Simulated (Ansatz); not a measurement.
# WSe2: the cost of one run

Computed with Ansatz 0.2.0 (DFT PBE+D3(BJ), scalar-relativistic, plane waves, PAW, unless a step's input says otherwise).

2 further runs of the same task are left out: 2 set aside as unsound or not needed.

**1. Starting point**

Symmetry: P6_3/mmc, No. 194, hexagonal system. Conventional cell: a = 3.279 Å, b = 3.279 Å, c = 12.789 Å, α = 90.00°, β = 90.00°, γ = 120.00°. Around W (site symmetry -6m2) lie 6 Se at 2.53 Å. Around Se (site symmetry 3m) lie 3 W at 2.53 Å.

Structure file:

```cif
data_structure
_symmetry_space_group_name_H-M 'P 1'
_symmetry_Int_Tables_number 1
_cell_length_a 3.2790
_cell_length_b 3.2790
_cell_length_c 12.7886
_cell_angle_alpha 90.000
_cell_angle_beta 90.000
_cell_angle_gamma 120.000
_cell_volume 119.08
loop_
_atom_site_label
_atom_site_type_symbol
_atom_site_fract_x
_atom_site_fract_y
_atom_site_fract_z
_atom_site_occupancy
W1 W 0.33333 0.66667 0.25000 1
W2 W 0.66667 0.33333 0.75000 1
Se1 Se 0.33333 0.66667 0.61829 1
Se2 Se 0.66667 0.33333 0.11829 1
Se3 Se 0.33333 0.66667 0.88171 1
Se4 Se 0.66667 0.33333 0.38171 1
```

This cell was relaxed beforehand with the same method: volume 19.85 Å³/atom, gap on the mesh 0.90 eV.

**2. The slab**

Planes are indexed in the bulk's conventional cell (P6_3/mmc (No. 194)), a = 3.279 Å, b = 3.279 Å, c = 12.789 Å, α = 90.00°, β = 90.00°, γ = 120.00°.

A (001) slab, 22.6 Å thick as cut, with 17 Å of vacuum; its outer planes are Se (top) and Se (bottom).

The slab as cut. Layers, bottom to top:

| plane | atoms per cell | height over the lowest (Å) |
| --- | --- | --- |
| 1 | Se | 0.00 |
| 2 | W | 1.68 |
| 3 | Se | 3.37 |
| 4 | Se | 6.39 |
| 5 | W | 8.08 |
| 6 | Se | 9.76 |
| 7 | Se | 12.79 |
| 8 | W | 14.47 |
| 9 | Se | 16.16 |
| 10 | Se | 19.18 |
| 11 | W | 20.87 |
| 12 | Se | 22.55 |

**3. Relaxing the clean slab**

Contents of input.yaml:

```yaml
crystal:
  lattice:
    - [3.279027557, 0.0, 0.0]
    - [-1.6395137785, 2.8397211641, 0.0]
    - [0.0, 0.0, 39.5516615569]
  atoms:
    - { symbol: Se, position: [0.3333333333, 0.6666666667, 0.2149087969] }
    - { symbol: W, position: [0.6666666667, 0.3333333333, 0.2574954368] }
    - { symbol: Se, position: [0.3333333333, 0.6666666667, 0.3000820767] }
    - { symbol: Se, position: [0.6666666667, 0.3333333333, 0.3765785057] }
    - { symbol: W, position: [0.3333333333, 0.6666666667, 0.4191651456] }
    - { symbol: Se, position: [0.6666666667, 0.3333333333, 0.4617517855] }
    - { symbol: Se, position: [0.3333333333, 0.6666666667, 0.5382482145] }
    - { symbol: W, position: [0.6666666667, 0.3333333333, 0.5808348544] }
    - { symbol: Se, position: [0.3333333333, 0.6666666667, 0.6234214943] }
    - { symbol: Se, position: [0.6666666667, 0.3333333333, 0.6999179233] }
    - { symbol: W, position: [0.3333333333, 0.6666666667, 0.7425045632] }
    - { symbol: Se, position: [0.6666666667, 0.3333333333, 0.7850912031] }
basis:
  ecutwfc: 420
kpoints:
  mp_grid: { grid: [9, 9, 1] }
hamiltonian:
  xc: pbe
  dispersion: d3bj
scf:
  occupations: { method: gaussian, width: 0.05 }
output:
  forces: true
  eigenvalues: true
  write_density: true
  write_potential: true
  elf: true
  volumetric_format: npy
relax:
  adjacent_minimum: "off"
  f_tol: 0.03
  max_steps: 70
  constraints: [{ sites: [0, 1, 2, 3, 4, 5] }]
efield:
  axis: 3
  dipole_correction: true
  ramp_width: 0.04
```

Launch:

```console
ansatz run input.yaml --threads 4 --pin off --max-ram 10240MiB --backend cpu --events-out ev --progress --plain --runs-dir out
```

What time and memory should one allow on 4 threads of Intel Xeon Platinum 8259CL at 2.50GHz (Skylake/Cascade Lake), shared host?

About 65 s, with a peak of 1.3 GiB.
